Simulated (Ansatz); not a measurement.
# ClF2H2NSi: the cost of one run

Method: RKS PBE0/cc-pVDZ, in Ansatz 0.2.0.

## 1. The system as given

Bond lengths: N1–Si2 1.641 Å, Si2–F3 1.563 Å, Si2–F4 1.548 Å, Si2–Cl5 2.050 Å, N1–H6 1.075 Å, N1–H7 1.044 Å. Angles: N1–Si2–F3 106.2°, N1–Si2–F4 110.4°, N1–Si2–Cl5 109.7°, F3–Si2–F4 109.8°, F3–Si2–Cl5 110.9°, F4–Si2–Cl5 109.8°, Si2–N1–H6 107.7°, Si2–N1–H7 108.7°, H6–N1–H7 101.7°.

Coordinates:

```xyz
7

N    -0.6836    0.4076    0.7468
Si    0.3422   -0.4864   -0.1710
F     1.5799   -0.7929    0.7324
F    -0.3339   -1.8108   -0.6014
Cl    0.8941    0.5836   -1.8297
H    -1.5053    0.7056    0.1215
H    -0.2322    1.3253    0.9557
```

## 2. Relaxing end A

Input file input.yaml:

```yaml
crystal:
  periodic: [false, false, false]
  atoms:
    - { symbol: "N", position_ang: [-0.6836, 0.4076, 0.7468] }
    - { symbol: Si, position_ang: [0.3422, -0.4864, -0.171] }
    - { symbol: F, position_ang: [1.5799, -0.7929, 0.7324] }
    - { symbol: F, position_ang: [-0.3339, -1.8108, -0.6014] }
    - { symbol: Cl, position_ang: [0.8941, 0.5836, -1.8297] }
    - { symbol: H, position_ang: [-1.5053, 0.7056, 0.1215] }
    - { symbol: H, position_ang: [-0.2322, 1.3253, 0.9557] }
basis:
  gaussian: { orbitals: cc-pVDZ }
hamiltonian:
  xc: pbe0
relax:
  f_tol: 0.015
  max_steps: 40
```

Started as:

```bash
ansatz run input.yaml --threads 1 --pin off --max-ram 2048MiB --backend cpu --events-out ev --progress --plain --runs-dir out
```

What time and memory should one allow on 1 thread of Arm Neoverse V2, shared host?

About 42 s, with a peak of 0.18 GiB.
